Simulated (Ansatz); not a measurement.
# AlAu: the cost of one run

Program: Ansatz 0.2.0. Level of theory: DFT, LDA, PAW with Ansatz's default frozen-core files, scalar-relativistic. These are calculated values, not measurements.

## (1) The structure to begin with

The structure is cubic, space group Pm-3m (No. 221). The conventional cell has a = 3.224 Å, b = 3.224 Å, c = 3.224 Å, α = 90.00°, β = 90.00°, γ = 90.00°. Around Al (site symmetry m-3m) lie 8 Au at 2.79 Å. Au (site symmetry m-3m) has 8 Al at 2.79 Å as nearest neighbours.

Structure file:

```cif
data_structure
_symmetry_space_group_name_H-M 'P 1'
_symmetry_Int_Tables_number 1
_cell_length_a 3.2239
_cell_length_b 3.2239
_cell_length_c 3.2239
_cell_angle_alpha 90.000
_cell_angle_beta 90.000
_cell_angle_gamma 90.000
_cell_volume 33.51
loop_
_atom_site_label
_atom_site_type_symbol
_atom_site_fract_x
_atom_site_fract_y
_atom_site_fract_z
_atom_site_occupancy
Al1 Al 0.00000 0.00000 0.00000 1
Au1 Au 0.50000 0.50000 0.50000 1
```

Whether this phase is the stable one at these pressures isn't tested.

Atoms are numbered in the order of the input: Al1, Au2.

## (2) Atoms relaxed at the given volume, PAW

File input.yaml:

```yaml
crystal:
  lattice:
    - [3.223942, 0.0, 0.0]
    - [0.0, 3.223942, 0.0]
    - [0.0, 0.0, 3.223942]
  atoms:
    - { symbol: Al, position: [0.0, 0.0, 0.0] }
    - { symbol: Au, position: [0.5, 0.5, 0.5] }
kpoints:
  mp_grid: { grid: [11, 11, 11] }
scf:
  occupations: { method: fermi_dirac, width: 0.05 }
hamiltonian:
  xc: lda
  pseudopotentials: { kind: paw }
output:
  forces: true
  stress: true
  write_density: true
  write_potential: true
  elf: true
  volumetric_format: npy
relax:
  f_tol: 0.01
  max_steps: 30
```

Run with:

```bash
$ ansatz run input.yaml --threads 1 --pin off --max-ram 2048MiB --backend cpu --events-out ev --progress --plain --runs-dir out
```

Q: Estimate wall time and peak memory on 1 thread of INTEL XEON PLATINUM 8581C at 2.10GHz (Emerald Rapids), shared host.

About 1.3 s, with a peak of 0.38 GiB.
